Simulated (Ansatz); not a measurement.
**Ta3Cu under changes of volume**

One of the cells (16.942 Å³/atom); the others are scaled copies at fixed shape and fractional positions:

```
Ta Cu
1.0
    -2.00651    2.00651    4.20817
     2.00651   -2.00651    4.20817
     2.00651    2.00651   -4.20817
Ta Cu
3 1
Direct
  0.50000 0.50000 0.00000
  0.25000 0.75000 0.50000
  0.75000 0.25000 0.50000
  0.00000 0.00000 0.00000
```

The cell comes from a database or a generator and needn't be the stable form of this composition.

- Program: Ansatz 0.2.0
- Functional: r2SCAN
- Potentials or basis: Ansatz PAW
- Cutoff: 500 eV (not typed: the program's choice for these potentials)
- k mesh: 9 × 9 × 9
- Occupations: fermi-dirac, width 0.05 eV
- Spin: no spin polarisation

```tsv
volume (Å³/atom)	energy over the lowest point (meV/atom)	pressure (GPa)
15.926	22.40	9.9
16.265	6.52	5.2
16.604	0.00	1.0
16.942	1.95	-2.8
17.281	11.55	-6.2
17.620	28.10	-9.3
17.959	?	?
```

**Question.** What does the run at 17.959 Å³/atom give?

**Answer.** Energy over the lowest point 50.94 meV/atom; pressure -12.2 GPa.

Worked out: A Birch-Murnaghan fit of order 3 (a polynomial in V^(-2/3)) to the other rows has its minimum at 16.69 Å³/atom with B0 = V·E''(V) = 192 GPa and B' = 3.9 at fixed shape and positions, which overstates the stiffness. It gives 50.93 meV/atom at 17.959 Å³/atom, against the run's 50.94, and -dE/dV = -12.2 GPa, against -12.2.

Energies are extrapolated to zero smearing.

Caveats: the PAW data sets come from PBE, with cores solved anew for the run's functional, which leaves a small shift of forces and pressure.
